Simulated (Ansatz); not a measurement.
# TlBi2 (P6/mmm): equation of state with a fit in Python

Where is the equilibrium volume of TlBi2 (P6/mmm), and how stiff is it? The task is an equation of state with a fit, for TlBi2 (P6/mmm).

Computed with Ansatz 0.2.0, driven from Python. Level of theory: DFT r2SCAN, plane waves, PAW.

## (1) The system

The structure is hexagonal, space group P6/mmm (No. 191). The conventional cell has a = 5.709 Å, b = 5.709 Å, c = 3.394 Å, α = 90.00°, β = 90.00°, γ = 120.00°. Around Tl (site symmetry 6/mmm) lie 2 Tl at 3.39 Å and 12 Bi at 3.71 Å. Bi (site symmetry -6m2) has 5 Bi at 3.30 to 3.39 Å and 6 Tl at 3.71 Å as nearest neighbours.

No structure file is read: the coordinates are typed or built in the script.

## (2) The code

Input file tlbi2_eos.py:

```python
"""Bulk modulus of TlBi2 from an E(V) curve."""

import logging
import sys

import ansatz
import numpy as np
from scipy.optimize import curve_fit

logging.basicConfig(stream=sys.stdout, format="%(levelname)s:%(name)s:%(message)s")
log = logging.getLogger("calc")
log.setLevel(logging.INFO)

vectors0 = np.array([
    [5.708665, 0.0, 0.0],
    [-2.854332, 4.943848, 0.0],
    [0.0, 0.0, 3.393756],
])
sites = [
    ("Tl", [0.0, 0.0, 0.0]),
    ("Bi", [2 / 3, 1 / 3, 0.5]),
    ("Bi", [1 / 3, 2 / 3, 0.5]),
]


def build(cell):
    crystal = ansatz.Crystal(lattice=ansatz.Lattice.of(cell))
    for symbol, position in sites:
        crystal = crystal.atom(symbol, position)
    return crystal

def vinet(v, e0, v0, b0, b1):
    eta = (v / v0) ** (1 / 3)
    return e0 + 2 * b0 * v0 / (b1 - 1) ** 2 * (2 - (5 + 3 * b1 * (eta - 1) - 3 * eta) * np.exp(-1.5 * (b1 - 1) * (eta - 1)))

# scale the volume, keep shape and fractions
volumes, energies, pressures = [], [], []
for scale in np.linspace(0.9, 1.1, 9):
    cell = vectors0 * scale ** (1 / 3)
    base = (
        build(cell).calculation()
        .functional(ansatz.Functional.R2SCAN)
        .basis(39 * ansatz.Ry)
        .occupations(ansatz.OccupationsMethod.FERMI_DIRAC)
        .kpoints(7, 7, 10)
        .stress()
    )
    summary = base.run(threads=1).report
    volumes.append(abs(np.linalg.det(cell)) / len(sites))
    energies.append(summary["free_energy_ev"] / len(sites))
    pressures.append(np.trace(summary["stress_gpa"]) / 3)
    log.info(f"V = {volumes[-1]:8.4f} A^3/atom  F = {energies[-1]:.5f} eV/atom  P = {pressures[-1]:8.3f} GPa")

guess = (min(energies), volumes[int(np.argmin(energies))], 0.5, 4.5)
(e0, v0, b0, b1), _ = curve_fit(vinet, np.array(volumes), np.array(energies), p0=guess, maxfev=20000)
log.info(f"Vinet fit: V0 = {v0:.4f} A^3/atom, B0 = {160.21766 * b0:.1f} GPa, B1 = {b1:.2f}")
print("largest residual", round(1000 * float(np.abs(vinet(np.array(volumes), e0, v0, b0, b1) - energies).max()), 3), "meV/atom")
```

## (3) What the engine is handed

The package turns the script's settings into the engine's input (first run):

```yaml
crystal:
  lattice:
    - [5.511655457769697, 0.0, 0.0]
    - [-2.7558272461401563, 4.773232763103773, 0.0]
    - [0.0, 0.0, 3.2766353919416638]
  atoms:
    - { symbol: Tl, position: [0.0, 0.0, 0.0] }
    - { symbol: Bi, position: [0.6666666666666666, 0.3333333333333333, 0.5] }
    - { symbol: Bi, position: [0.3333333333333333, 0.6666666666666666, 0.5] }
basis:
  ecutwfc: 530.622031796766
kpoints:
  mp_grid:
    grid: [7, 7, 10]
hamiltonian:
  xc: r2scan
scf:
  occupations:
    method: fermi_dirac
output:
  stress: true
```

## (4) The run

Started as:

```sh
$ python tlbi2_eos.py
```

**Question.** Estimate the equilibrium volume and the bulk modulus.

The runs gave:

```
                      quantity           value
                 runs compared               9
               range of energy  59.90 meV/atom
lowest point, volume (Å³/atom)          31.927
      equilibrium volume (fit)   32.14 Å³/atom
            bulk modulus (fit)          43 GPa
```

**Reading.** A third-order Birch-Murnaghan fit through the 9 points has its minimum at 32.14 Å³ an atom, 0.7 % above the typed cell, with a bulk modulus of 43 GPa and dB/dP = 4.7. From that minimum the energy rises by 60.1 meV an atom on the compressed side and 31.5 meV on the expanded side. Caveats:
- Shape and fractional positions are held along the curve, so the bulk modulus is an upper value where they are free to relax.
- Pressure is positive in compression.
- Spin-orbit coupling, which matters for elements this heavy, is left out.
- This cell is a computed structure, which may not be the phase found in nature.
